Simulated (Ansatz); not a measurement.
C2H7AlClN, SMILES [CH3][Al]([NH2])[CH2]Cl, a single point in a Gaussian basis

Program: the Python package of Ansatz (0.2.0).

Run as a notebook:

```python
import ansatz as az
from ase import Atoms
```

```python
BASIS = "def2-SVPD"
FUNCTIONAL = "PBE"
```

```python
atoms = Atoms(["C", "Al", "N", "C", "Cl", "H", "H", "H", "H", "H", "H", "H"], positions=[
    [-1.182, 0.8778, 1.0186],
    [0.1848, -0.1747, 0.1407],
    [1.8332, -0.429, 1.0036],
    [-0.0634, -0.9732, -1.6489],
    [-0.4809, 0.2955, -2.84],
    [-0.8664, 1.3078, 1.986],
    [-1.4521, 1.7871, 0.3584],
    [-2.0972, 0.3167, 1.1511],
    [2.5975, 0.0235, 0.4512],
    [1.8361, 0.1253, 1.9253],
    [-1.0147, -1.6727, -1.5636],
    [0.7822, -1.5393, -1.9484],
])
molecule = az.Crystal.molecule_from_ase(atoms)

calc = (
    molecule.calculation()
    .basis(gaussian=BASIS)
    .functional(FUNCTIONAL)
)
res = calc.run(threads=1)
summary = res.report
```

    

```python
summary["positions_ang"]
```

    [[-1.182, 0.8778, 1.0186], [0.1848, -0.1747, 0.1407], [1.8332, -0.429, 1.0036],
     [-0.0634, -0.9732, -1.6489], [-0.4809, 0.2955, -2.84], [-0.8664, 1.3078, 1.986],
     [-1.4521, 1.7871, 0.3584], [-2.0972, 0.3167, 1.1511], [2.5975, 0.0235, 0.4512],
     [1.8361, 0.1253, 1.9253], [-1.0147, -1.6727, -1.5636], [0.7822, -1.5393, -1.9484]]

```python
summary["reference_energy_ev"]
```

    -22776.61959301337

```python
print("reference energy %16.6f eV" % summary["reference_energy_ev"])
print("total energy     %16.6f eV" % summary["free_energy_ev"])
print("occupied orbitals outside the frozen core (up, down):", summary["n_occupied"], " frozen:", summary["n_frozen"], " virtual:", summary["n_virtual"])
```

    reference energy    -22776.619593 eV
    total energy        -22776.619593 eV
    occupied orbitals outside the frozen core (up, down): [28, 28]  frozen: 0  virtual: [139, 139]

```python
state = summary["mean_field"]["state"]
print(f"mean field: {state['energy']['hartree']:.7f} Ha, <S^2> = {abs(state['spin_squared']):.4f}, stability: {state.get('stability', {}).get('kind')}")
```

    mean field: -837.0253315 Ha, <S^2> = 0.0000, stability: minimum

What to keep in mind:
- Total energies depend on the basis set; only differences at equal settings carry meaning.
- The geometry is a force-field or estimated start, not a minimum of this method, and the basis set is short of its limit.
- It ran for 7.1 s on 1 thread of Arm Neoverse V1 (shared host), peak memory 0.28 GiB.

(Lines on the test bed's own set-up are left out of the output.)
